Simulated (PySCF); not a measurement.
# C6H8ClFO: magnetic properties

Programs: PySCF 2.14.0, with routines of our own; each step states its level. All values are computed. Atoms count from 0.

### 1 The starting structure

17 atoms, charge 0, multiplicity 1; geometry from: GFN2-xTB.

### 2 Magnetic properties: GIAO PBE/pcSseg-1

What the job is given:

```
{"job": {"kind": "mag", "xc": "PBE", "basis": "pcSseg-1", "isotopologues": 0}, "charge": 0, "multiplicity": 1}
O     -1.876639    -1.967891    -0.279156
C     -1.135594    -1.086656     0.063643
C     -1.508038     0.376954     0.031359
C     -0.444591     1.218117    -0.679038
C      0.932968     0.976116    -0.067035
F      0.906614     1.375956     1.252209
C      1.285017    -0.505913    -0.150730
Cl     2.924556    -0.790152     0.524018
C      0.261456    -1.349159     0.597194
H     -1.593516     0.717645     1.066483
H     -2.477490     0.495282    -0.453545
H     -0.407266     0.969064    -1.739943
H     -0.693826     2.275580    -0.581881
H      1.702856     1.587813    -0.553396
H      1.339099    -0.798547    -1.202073
H      0.496742    -2.410228     0.507460
H      0.280653    -1.071949     1.654521
```

Method: GIAO PBE/pcSseg-1 magnetisability, rotational g tensor and spin-rotation constants, non-relativistic, gas phase.

Started as:

```sh
$ OMP_NUM_THREADS=1 python excited_run.py task.json out
```

One launch serves the whole session: the jobs run in the order shown.

Q: Estimate the wall time and peak memory of this first job on 1 thread of Arm Neoverse N1, shared host.

About 86 s, with a peak of 0.74 GiB.
